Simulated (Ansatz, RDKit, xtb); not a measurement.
# CH6ClNOSi2: ranking a sample of isomers, part 2 of 2

Which of a sample of isomers of CH6ClNOSi2 is the most stable in the gas at 298.15 K, and what are its properties? The sample is small against all isomers, and the most stable one of this formula need not be in it.

xtb, Ansatz and PySCF; isolated molecules.

**6. The relaxed candidates**

| label | spin | r2SCAN-D4/def2-SVP (kcal/mol) | r2SCAN-D4/def2-SVP, relaxed (kcal/mol) | time |
| --- | --- | --- | --- | --- |
| c842b | singlet | 0.0 | 0.0 | 2.3 min |
| c010d | singlet | 13.7 | 15.4 | 3.9 min |
| c582b | singlet | 13.3 | 15.4 | 92 s |

c842b: Bond lengths: C1–N3 1.384 Å, C1–O4 1.213 Å, N3–Si5 1.801 Å, Cl2–Si6 2.069 Å, N3–Si6 1.756 Å, C1–H7 1.117 Å, Si5–H8 1.485 Å, Si5–H9 1.492 Å, Si5–H10 1.485 Å, Si6–H11 1.485 Å, Si6–H12 1.482 Å. Some angles: C1–N3–Si5 112.6°, C1–N3–Si6 123.0°, Si5–N3–Si6 124.3°, N3–C1–O4 122.4°, Cl2–Si6–N3 110.4°, N3–C1–H7 114.9°, O4–C1–H7 122.7°, N3–Si5–H8 110.7°, N3–Si5–H9 103.3°, N3–Si5–H10 110.4°.

c010d: Bond lengths: C1–O4 1.214 Å, C1–Si5 1.931 Å, Cl2–Si5 2.087 Å, N3–Si5 1.711 Å, N3–Si6 1.748 Å, C1–H7 1.127 Å, Si5–H8 1.486 Å, N3–H9 1.025 Å, Si6–H10 1.494 Å, Si6–H11 1.491 Å, Si6–H12 1.493 Å. Some angles: O4–C1–Si5 118.5°, C1–Si5–Cl2 104.6°, C1–Si5–N3 102.4°, Cl2–Si5–N3 115.1°, Si5–N3–Si6 131.0°, O4–C1–H7 120.0°, Si5–C1–H7 121.4°, C1–Si5–H8 115.6°, Cl2–Si5–H8 105.7°, N3–Si5–H8 113.6°.

c582b: Bond lengths: C1–O4 1.220 Å, C1–Si5 1.924 Å, N3–Si5 1.724 Å, Cl2–Si6 2.106 Å, N3–Si6 1.755 Å, C1–H7 1.123 Å, Si5–H8 1.497 Å, Si5–H9 1.496 Å, N3–H10 1.019 Å, Si6–H11 1.483 Å, Si6–H12 1.483 Å. Some angles: O4–C1–Si5 116.8°, C1–Si5–N3 99.6°, Si5–N3–Si6 131.2°, Cl2–Si6–N3 100.9°, O4–C1–H7 118.8°, Si5–C1–H7 124.4°, C1–Si5–H8 109.3°, C1–Si5–H9 109.4°, N3–Si5–H8 115.4°, N3–Si5–H9 115.4°.

**7. Are they minima? Harmonic frequencies**

The lowest few in one piece go on as finalists. In this search the thermal terms come from GFN2-xTB at its own nearest minimum. The first, c842b:

Input file start.xyz:

```xyz
12
c842b
C      2.429444     2.755975    -0.349705
Cl     0.204305     1.272571     2.739038
N      1.136108     2.353780    -0.064941
O      3.023726     2.380423    -1.338691
Si     0.489409     1.194714    -1.282276
Si     0.281361     2.840251     1.390265
H      2.879841     3.455349     0.395532
H      1.315671    -0.038047    -1.322060
H     -0.874491     0.880337    -0.766969
H      0.391783     1.843056    -2.615004
H      1.044414     3.961261     1.994353
H     -1.112759     3.208875     1.049166
```

The run is started by

```console
$ xtb start.xyz --gfn 2 --ohess tight
```

The program printed, shortened:

```text
* xtb version 6.7.1
[...]
          :  # basis functions                  48          :
[...]
          :  # electrons                        36          :
[...]
          :  Hamiltonian                  GFN2-xTB          :
[...]
          :  net charge                          0          :
          :  unpaired electrons                  0          :
[...]
   *** convergence criteria satisfied after 16 iterations ***
[...]
   *** GEOMETRY OPTIMIZATION CONVERGED AFTER 32 ITERATIONS ***
[...]
   *** convergence criteria satisfied after 3 iterations ***
[...]
         ::                     SUMMARY                     ::
         :::::::::::::::::::::::::::::::::::::::::::::::::::::
         :: total energy             -20.310100071729 Eh    ::
         :: gradient norm              0.000074513035 Eh/a0 ::
         :: HOMO-LUMO gap              4.852916291509 eV    ::
         ::.................................................::
         :: SCC energy               -20.468608138090 Eh    ::
         :: -> isotropic ES            0.068376050468 Eh    ::
         :: -> anisotropic ES          0.000509209470 Eh    ::
         :: -> anisotropic XC         -0.004372453379 Eh    ::
         :: -> dispersion             -0.010679738134 Eh    ::
         :: repulsion energy           0.158508066360 Eh    ::
         :: add. restraining           0.000000000000 Eh    ::
         :: total charge              -0.000000000000 e     ::
         :::::::::::::::::::::::::::::::::::::::::::::::::::::
[...]
        18        2.0000           -0.4156551             -11.3106 (HOMO)
        19                         -0.2373136              -6.4576 (LUMO)
[...]
molecular dipole:
                 x           y           z       tot (Debye)
 q only:       -1.072       0.190       0.279
   full:       -0.621       0.612       0.358       2.396
molecular quadrupole (traceless):
[...]
          | TOTAL ENERGY              -20.310100071764 Eh   |
          | TOTAL ENTHALPY            -20.232244464762 Eh   |
          | TOTAL FREE ENERGY         -20.276103097264 Eh   |
          | GRADIENT NORM               0.000074612142 Eh/α |
[...]
```

Wall time 2.7 s (2 threads of Intel Xeon at 2.50GHz (Skylake/Cascade Lake), shared host); peak memory 0.11 GiB.

**8. Thermal terms of the finalists**

As xtb prints them, at 298.15 K, with its own treatment of low modes:

| label | SMILES | spin | lowest mode (cm⁻¹) | zero-point (kcal/mol) | G − E (kcal/mol) |
| --- | --- | --- | --- | --- | --- |
| c842b | O=CN([SiH3])[SiH2]Cl | singlet | 28 | 42.7 | 21.3 |
| c010d | O=C[Si@@H](Cl)N[SiH3] | singlet | 45 | 42.2 | 19.5 |
| c582b | O=C[SiH2]N[SiH2]Cl | singlet | 68 | 43.0 | 21.4 |

**9. The final energy**

Single points at CCSD(T)/def2-SVP + MP2/def2-TZVPP - MP2/def2-SVP on the refined geometries decide the order.

c842b, CCSD(T)/def2-SVP:

Input file input.yaml:

```yaml
crystal:
  periodic: [false, false, false]
  atoms:
    - {symbol: C, position_ang: [2.429444, 2.755975, -0.349705]}
    - {symbol: Cl, position_ang: [0.204305, 1.272571, 2.739038]}
    - {symbol: N, position_ang: [1.136108, 2.353780, -0.064941]}
    - {symbol: O, position_ang: [3.023726, 2.380423, -1.338691]}
    - {symbol: Si, position_ang: [0.489409, 1.194714, -1.282276]}
    - {symbol: Si, position_ang: [0.281361, 2.840251, 1.390265]}
    - {symbol: H, position_ang: [2.879841, 3.455349, 0.395532]}
    - {symbol: H, position_ang: [1.315671, -0.038047, -1.322060]}
    - {symbol: H, position_ang: [-0.874491, 0.880337, -0.766969]}
    - {symbol: H, position_ang: [0.391783, 1.843056, -2.615004]}
    - {symbol: H, position_ang: [1.044414, 3.961261, 1.994353]}
    - {symbol: H, position_ang: [-1.112759, 3.208875, 1.049166]}
basis:
  gaussian: {orbitals: def2-SVP}
correlation: {method: ccsd_t, frozen_orbitals: {C: 1, "N": 1, Cl: 5, H: 0, Si: 5, O: 1}}
```

The run is started by

```console
$ ansatz run input.yaml --threads 2 --pin off --max-ram 5220MiB --events-out events.jsonl --progress --plain --runs-dir runs
```

The program printed, shortened:

```text
Warning: RAYON_NUM_THREADS=2 ignored (pool sized by the plan → 2); use --threads N
Functional definition: HF
  name "HF"
[...]
1213 factors; integrals over basis functions are off by at most 1.1e-3 eV
[...]
mean field -32862.85442272 eV, -1207.6876247923 hartree, gradient 1.5e-6 eV, S^2 0.000000; 0 other end points of the search recorded, 0 dependent functions left out
18 core orbitals not correlated: weight in the atoms' cores, before any rotation towards them, 1.000 or more for the frozen orbitals, at most 0.000 for the correlated occupied ones
reference -32862.85442272 eV, -1207.6876247923 hartree; 18, 18 occupied and 90, 90 virtual orbitals, 1213 factors
second order -21.84315869 eV of doubles, -0.00000000 eV of singles
cycle   1  -22.59157534 eV  change   -7.5e-1 eV  update   1.3e-1
[...]
cycle   9  -23.43752111 eV  change   -1.9e-5 eV  update   2.9e-5
perturbative correction -0.70701930 eV, -0.0259824802 hartree
Total energy: -32886.99896313 eV, -1208.5749202866 hartree
```

Wall time 46 s (2 threads of Intel Xeon at 2.50GHz (Skylake/Cascade Lake), shared host); peak memory 0.7 GiB.

**10. c842b at MP2/def2-TZVPP**

Changes to input.yaml since step 9:

```diff
@@ -5,3 +5,3 @@
     - {symbol: Cl, position_ang: [0.204305, 1.272571, 2.739038]}
-    - {symbol: N, position_ang: [1.136108, 2.353780, -0.064941]}
+    - {symbol: "N", position_ang: [1.136108, 2.353780, -0.064941]}
     - {symbol: O, position_ang: [3.023726, 2.380423, -1.338691]}
@@ -16,3 +16,6 @@
 basis:
-  gaussian: {orbitals: def2-SVP}
-correlation: {method: ccsd_t, frozen_orbitals: {C: 1, "N": 1, Cl: 5, H: 0, Si: 5, O: 1}}
+  gaussian:
+    orbitals: def2-TZVPP
+correlation:
+  method: mp2
+  frozen_orbitals: {C: 1, "N": 1, Cl: 5, H: 0, Si: 5, O: 1}
```

The run is started by

```console
$ ansatz run input.yaml --threads 2 --pin off --max-ram 5220MiB --events-out events.jsonl --progress --plain --runs-dir runs
```

The program printed:

```text
Warning: RAYON_NUM_THREADS=2 ignored (pool sized by the plan → 2); use --threads N
[... 2 set-up lines as earlier in the session ...]
  exchange = exact_x
  correlation = 0
1785 factors; integrals over basis functions are off by at most 8.2e-4 eV
mean field evaluation 1: about -32873.3144 eV, gradient 4.4e1 eV
mean field evaluation 2: about -32873.6890 eV, gradient 4.4e1 eV
mean field evaluation 4: about -32878.2126 eV, gradient 5.1e0 eV
mean field evaluation 8: about -32878.3190 eV, gradient 5.7e-1 eV
mean field evaluation 16: about -32878.3213 eV, gradient 7.6e-6 eV
mean field -32878.32129404 eV, -1208.2560218294 hartree, gradient 7.6e-6 eV, S^2 0.000000; 0 other end points of the search recorded, 0 dependent functions left out
18 core orbitals not correlated: weight in the atoms' cores, before any rotation towards them, 1.000 or more for the frozen orbitals, at most 0.000 for the correlated occupied ones
reference -32878.32129404 eV, -1208.2560218294 hartree; 18, 18 occupied and 267, 267 virtual orbitals, 1785 factors
second order -27.95239439 eV of doubles, -0.00000000 eV of singles
Total energy: -32906.27368843 eV, -1209.2832533765 hartree
```

Run time: 38 s. Hardware: 2 threads of Intel Xeon at 2.50GHz (Skylake/Cascade Lake), shared host; peak memory 0.91 GiB.

**11. c010d at CCSD(T)/def2-SVP**

Input file input.yaml:

```yaml
crystal:
  periodic: [false, false, false]
  atoms:
    - {symbol: C, position_ang: [-1.708375, -1.271538, -1.246359]}
    - {symbol: Cl, position_ang: [-3.561165, -1.000465, 1.323236]}
    - {symbol: N, position_ang: [-0.439083, -0.283660, 1.095789]}
    - {symbol: O, position_ang: [-0.685342, -1.917885, -1.340513]}
    - {symbol: Si, position_ang: [-1.950608, -0.148291, 0.305256]}
    - {symbol: Si, position_ang: [0.189103, 0.517712, 2.516500]}
    - {symbol: H, position_ang: [-2.513638, -1.374950, -2.027843]}
    - {symbol: H, position_ang: [-2.350738, 1.254559, 0.024800]}
    - {symbol: H, position_ang: [0.108615, -1.049377, 0.689605]}
    - {symbol: H, position_ang: [0.238956, -0.383294, 3.707167]}
    - {symbol: H, position_ang: [-0.728308, 1.658344, 2.802215]}
    - {symbol: H, position_ang: [1.570142, 1.025469, 2.263817]}
basis:
  gaussian:
    orbitals: def2-SVP
magnetization:
  spin_polarized: false
  initial_magnetization: 0
correlation:
  method: ccsd_t
  frozen_orbitals: {C: 1, "N": 1, Cl: 5, H: 0, Si: 5, O: 1}
```

The run is started by

```console
$ ansatz run input.yaml --threads 2 --pin off --max-ram 5220MiB --events-out events.jsonl --progress --plain --runs-dir runs
```

The program printed, shortened:

```text
Warning: RAYON_NUM_THREADS=2 ignored (pool sized by the plan → 2); use --threads N
[... 2 set-up lines as earlier in the session ...]
[...]
1216 factors; integrals over basis functions are off by at most 1.1e-3 eV
[...]
mean field -32862.24943269 eV, -1207.6653918188 hartree, gradient 2.4e-6 eV, S^2 0.000000; 0 other end points of the search recorded, 0 dependent functions left out
18 core orbitals not correlated: weight in the atoms' cores, before any rotation towards them, 1.000 or more for the frozen orbitals, at most 0.000 for the correlated occupied ones
reference -32862.24943269 eV, -1207.6653918188 hartree; 18, 18 occupied and 90, 90 virtual orbitals, 1216 factors
second order -21.77993493 eV of doubles, -0.00000000 eV of singles
cycle   1  -22.61855273 eV  change   -8.4e-1 eV  update   1.2e-1
[...]
cycle  10  -23.43414149 eV  change    3.0e-5 eV  update   3.6e-5
perturbative correction -0.67944190 eV, -0.0249690294 hartree
Total energy: -32886.36301608 eV, -1208.5515496636 hartree
```

Wall time 49 s (2 threads of Intel Xeon at 2.50GHz (Skylake/Cascade Lake), shared host); peak memory 0.7 GiB.

**12. The ranking**

Energies in kcal/mol from c842b; G adds the thermal terms to the CCSD(T)/def2-SVP + MP2/def2-TZVPP - MP2/def2-SVP energy. The columns left of the relaxed level are at the tight-binding geometries.

| label | SMILES | spin | GFN2-xTB | HF/STO-3G | r2SCAN-D4/def2-SVP | r2SCAN-D4/def2-SVP, relaxed | HF/def2-SVP | MP2/def2-SVP | CCSD(T)/def2-SVP + MP2/def2-TZVPP - MP2/def2-SVP | G | share at equilibrium | T1 |
| --- | --- | --- | --- | --- | --- | --- | --- | --- | --- | --- | --- | --- |
| c842b | O=CN([SiH3])[SiH2]Cl | singlet | 0.0 | 0.0 | 0.0 | 0.0 | 0.0 | 0.0 | 0.0 | 0.0 | 100.0 % | 0.015 |
| c010d | O=C[Si@@H](Cl)N[SiH3] | singlet | 38.8 | 3.5 | 13.7 | 15.4 | 14.0 | 15.4 | 11.2 | 9.3 | < 0.1 % | 0.014 |
| c582b | O=C[SiH2]N[SiH2]Cl | singlet | 33.8 | 4.5 | 13.3 | 15.4 | 15.2 | 16.5 | 11.2 | 11.3 | < 0.1 % | 0.014 |

Lowest found: c842b, `O=CN([SiH3])[SiH2]Cl`, a singlet. Bond lengths: C1–N3 1.384 Å, C1–O4 1.213 Å, N3–Si5 1.801 Å, Cl2–Si6 2.069 Å, N3–Si6 1.756 Å, C1–H7 1.117 Å, Si5–H8 1.485 Å, Si5–H9 1.492 Å, Si5–H10 1.485 Å, Si6–H11 1.485 Å, Si6–H12 1.482 Å. Some angles: C1–N3–Si5 112.6°, C1–N3–Si6 123.0°, Si5–N3–Si6 124.3°, N3–C1–O4 122.4°, Cl2–Si6–N3 110.4°, N3–C1–H7 114.9°, O4–C1–H7 122.7°, N3–Si5–H8 110.7°, N3–Si5–H9 103.3°, N3–Si5–H10 110.4°.

```xyz
12

C     2.4294    2.7560   -0.3497
Cl    0.2043    1.2726    2.7390
N     1.1361    2.3538   -0.0649
O     3.0237    2.3804   -1.3387
Si    0.4894    1.1947   -1.2823
Si    0.2814    2.8403    1.3903
H     2.8798    3.4553    0.3955
H     1.3157   -0.0380   -1.3221
H    -0.8745    0.8803   -0.7670
H     0.3918    1.8431   -2.6150
H     1.0444    3.9613    1.9944
H    -1.1128    3.2089    1.0492
```

**13. Results**

This closing draws on all 2 parts.

| quantity | value |
| --- | --- |
| lowest structure found | O=CN([SiH3])[SiH2]Cl, singlet |
| next finalist | O=C[Si@@H](Cl)N[SiH3], singlet, 9.3 kcal/mol higher in G |
| share at equilibrium, among the finalists | 100.0 % |
| funnel | 10 starts, 8 minima at GFN2-xTB, 8 screening runs, 3 relaxed, 3 ranked |
| CPU time of all runs | 17 min |

What this shows: The lowest structure found is `O=CN([SiH3])[SiH2]Cl`. The margin of 9.3 kcal/mol over the next finalist is beyond the usual error of the last level; it says nothing of structures that weren't ranked. GFN2-xTB, HF/STO-3G, r2SCAN-D4/def2-SVP, r2SCAN-D4/def2-SVP, relaxed, HF/def2-SVP and MP2/def2-SVP already put its bonding pattern lowest among the structures in one piece. The largest share of the time went into the relaxations (52 %). 2 minima inside the window were never screened. The search is not exhaustive (a finite list of starts, one conformer a finalist), so a lower isomer can't be ruled out. Only 3 drawn patterns were tried, so whole families of isomers are missing, and the result ranks this sample alone.
